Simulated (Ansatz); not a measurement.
# CH6AlO2: the cost of one run

All numbers below are computed with Ansatz 0.2.0 (UKS BLYP/def2-SVP).

### Step 1. The starting structure

Bond lengths: C1–Al2 1.960 Å, Al2–O3 1.625 Å, Al2–O4 1.873 Å, C1–H5 1.091 Å, C1–H6 1.093 Å, C1–H7 1.091 Å, O3–H8 0.951 Å, O4–H9 0.968 Å, O4–H10 0.972 Å. Angles: C1–Al2–O3 152.0°, C1–Al2–O4 108.7°, O3–Al2–O4 99.3°, Al2–C1–H5 111.1°, Al2–C1–H6 110.8°, Al2–C1–H7 110.4°, H5–C1–H6 108.3°, H5–C1–H7 107.5°, H6–C1–H7 108.6°, Al2–O3–H8 167.0°, Al2–O4–H9 132.1°, Al2–O4–H10 118.6°, H9–O4–H10 109.3°.

Structure file:

```xyz
10

C    -1.0609    0.3060   -1.2922
Al    0.1290   -0.5039    0.0385
O     0.9228   -1.7739    0.6689
O     0.7212    0.8336    1.2088
H    -0.4982    0.6641   -2.1557
H    -1.6046    1.1511   -0.8635
H    -1.7842   -0.4267   -1.6519
H     1.2955   -2.6241    0.8759
H     0.5426    1.7839    1.2513
H     1.3369    0.5898    1.9198
```

### Step 2. End point A

File input.yaml:

```yaml
crystal:
  periodic: [false, false, false]
  atoms:
    - { symbol: C, position_ang: [-1.06092, 0.30605, -1.2922] }
    - { symbol: Al, position_ang: [0.129, -0.50386, 0.03852] }
    - { symbol: O, position_ang: [0.92276, -1.77391, 0.66894] }
    - { symbol: O, position_ang: [0.72117, 0.83364, 1.20879] }
    - { symbol: H, position_ang: [-0.49816, 0.66405, -2.15575] }
    - { symbol: H, position_ang: [-1.60465, 1.1511, -0.86346] }
    - { symbol: H, position_ang: [-1.7842, -0.42666, -1.6519] }
    - { symbol: H, position_ang: [1.29551, -2.62409, 0.87594] }
    - { symbol: H, position_ang: [0.54258, 1.7839, 1.2513] }
    - { symbol: H, position_ang: [1.33691, 0.58978, 1.91983] }
total_charge: 1
magnetization:
  spin_polarized: true
basis:
  gaussian: { orbitals: def2-SVP }
hamiltonian:
  xc: blyp
relax:
  f_tol: 0.02
  max_steps: 50
output:
  orbitals: {}
```

Command:

```sh
$ ansatz run input.yaml --threads 2 --pin off --max-ram 3072MiB --backend cpu --events-out ev --progress --plain --runs-dir out
```

What time and memory should one allow on 2 threads of Intel Xeon Platinum 8488C (Sapphire Rapids), shared host?

About 16 s, with a peak of 0.17 GiB.
